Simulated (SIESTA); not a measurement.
HPbNO4:

```
H Pb N O
1.0
     3.85404    0.14384    0.09012
    -0.25320    5.52698    0.16471
    -0.48197   -1.92720    5.72025
H Pb N O
1 1 1 4
Direct
  0.10913 0.65718 0.54463
  0.61029 0.52127 0.15100
  0.91580 0.96263 0.95867
  0.01384 0.13639 0.88084
  0.72398 0.01057 0.12858
  0.00389 0.73732 0.87043
  0.11927 0.59324 0.37651
```

The cell was built by a generator and needn't be a form met in nature.

Base run:

- Program: SIESTA 5.4.2
- Functional: PBEsol
- Potentials or basis: PseudoDojo 0.4 standard (PBEsol files)
- Basis: DZP (energy shift 0.003 Ry; two zetas on semicore shells)
- Grid cutoff: 800 Ry
- Energy shift: 0.003 Ry
- k mesh: 7 × 5 × 5
- Occupations: fermi-dirac, width 0.05 eV
- Spin: no spin polarisation

Its results: band gap on the k mesh 3.16 eV, indirect (least direct gap 3.24 eV); pressure 0.4 GPa; largest force 1.001 eV/Å.

Problem. After a change of settings the same cell gave: band gap on the k mesh 3.11 eV, indirect (least direct gap 3.18 eV); pressure -2.0 GPa; largest force 1.064 eV/Å. Which change was it?
A. functional from PBEsol to RPBE; potentials or basis from PseudoDojo 0.4 standard (PBEsol files) to PseudoDojo 0.4 standard (PBE files)
B. functional from PBEsol to LDA; potentials or basis from PseudoDojo 0.4 standard (PBEsol files) to PseudoDojo 0.4 standard (LDA files)
C. functional from PBEsol to AM05
D. functional from PBEsol to BLYP; potentials or basis from PseudoDojo 0.4 standard (PBEsol files) to PseudoDojo 0.4 standard (PBE files)

Solution. B.

Caveats: spin-orbit coupling is left out, which as a rule narrows the gap of such compounds by several tenths of an eV; the basis of atomic orbitals isn't converged, which shifts pressures, moduli and gaps; forces of over 1 eV/Å show positions far from the minimum, so gaps and moduli don't describe the material at rest.

Runs at the PBE level aren't shown here.
